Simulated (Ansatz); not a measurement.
Task: a band structure of Sc, space group I4/mmm, with Ansatz 0.2.0, Python API. Give the script and its output. Use: PBEsol, PAW, cutoff 420 eV, 7×7×8 k-points, tetrahedron smearing of 0.1 eV.

```cif
data_structure
_symmetry_space_group_name_H-M 'P 1'
_symmetry_Int_Tables_number 1
_cell_length_a 3.5676
_cell_length_b 3.5676
_cell_length_c 3.5676
_cell_angle_alpha 116.437
_cell_angle_beta 116.437
_cell_angle_gamma 96.290
_cell_volume 33.62
loop_
_atom_site_label
_atom_site_type_symbol
_atom_site_fract_x
_atom_site_fract_y
_atom_site_fract_z
_atom_site_occupancy
Sc1 Sc 0.00000 0.00000 0.00000 1
```

Script `run_bands.py`:
```python
"""Bands of Sc along a path through the zone."""

import sys

import ansatz as az
import numpy as np


def main() -> None:
    lattice = az.Lattice.of(
        (-1.879, 1.879, 2.3805),
        (1.879, -1.879, 2.3805),
        (1.879, 1.879, -2.3805),
    )
    sites = [
        ("Sc", (0.0, 0.0, 0.0)),
    ]
    xtal = az.Crystal(lattice=lattice)
    for symbol, position in sites:
        xtal = xtal.atom(symbol, position)

    # high-symmetry points in fractions of the reciprocal vectors
    path = [
        ("G", (0.0, 0.0, 0.0)),
        ("X", (0.0, 0.0, 0.5)),
        ("P", (0.25, 0.25, 0.25)),
        ("N", (0.0, 0.5, 0.0)),
        ("G", (0.0, 0.0, 0.0)),
    ]
    calc = (
        xtal.calculation()
        .eigensolver("davidson", full_accuracy=True)
        .functional("pbesol")
        .basis(420)
        .occupations("tetrahedron")
        .kpoints(length=22)
        .band_structure([point for _, point in path], intervals=4)
    )
    try:
        result = calc.run(threads=1)
    except az.NonConvergedError as error:
        sys.exit(f"no convergence: {error}")
    except az.RefusalError as error:
        sys.exit(f"input refused: {error}")
    summary = result.report

    print(f"free energy      {summary['free_energy_ev']:.5f} eV")
    print(f"per atom         {summary['free_energy_ev'] / len(result.lattice.sites):.5f} eV")
    print(f"SCF iterations   {summary['n_iterations']}  (converged: {summary['converged']})")

    bands = result.band_structure()
    fermi = bands.fermi_energy_ev
    for spin, channel in enumerate(bands.channels):
        print("channel", spin, "- levels within 6 eV of the Fermi level")
        for i, (label, _) in enumerate(path):
            levels = channel.eigenvalues_ev[i * 4] - fermi
            print(f"  {label:3s}", " ".join(f"{e:7.3f}" for e in levels if abs(e) < 6))


if __name__ == "__main__":
    main()
```

Output of `python run_bands.py`:
```text
DeckWarning: crystal.symmetry: narrowed to the stabiliser of the k-point mesh — unitary ops 16 → 4; excluded 12 operations that carry a point of the 7×7×8 mesh (shift [0, 0, 0]) off the mesh (the run samples exactly the mesh kpoints.mp_grid names, as under crystal.symmetry.detect: false, and its converged state has [...]
free energy      -2110.87511 eV
per atom         -2110.87511 eV
SCF iterations   5  (converged: True)
channel 0 - levels within 6 eV of the Fermi level
  G    -4.499   1.018   1.020   1.464   1.749   2.220
  X    -1.098  -0.226   0.807   2.535   2.577   2.871
  P    -0.282   0.022   0.023   1.864   2.581   4.831
  N    -1.439  -0.044   0.818   1.363   2.476   2.718
  G    -4.499   1.018   1.020   1.464   1.749   2.220
```
(Warnings from the package without file and line, shortened.)

The settings weren't tested for convergence. The computed bands are complete only to about 2.0 eV above the Fermi level. For a metal this k-point mesh is coarse: on a finer one energies can move by several to tens of meV an atom and pressures by half a GPa or more, differences at one mesh by less. This isn't the structure that Sc takes at ambient conditions. Levels are Kohn-Sham eigenvalues on this mesh. Cost: roughly 4 core-seconds.

(Lines on the test bed's own set-up are left out of the output.)
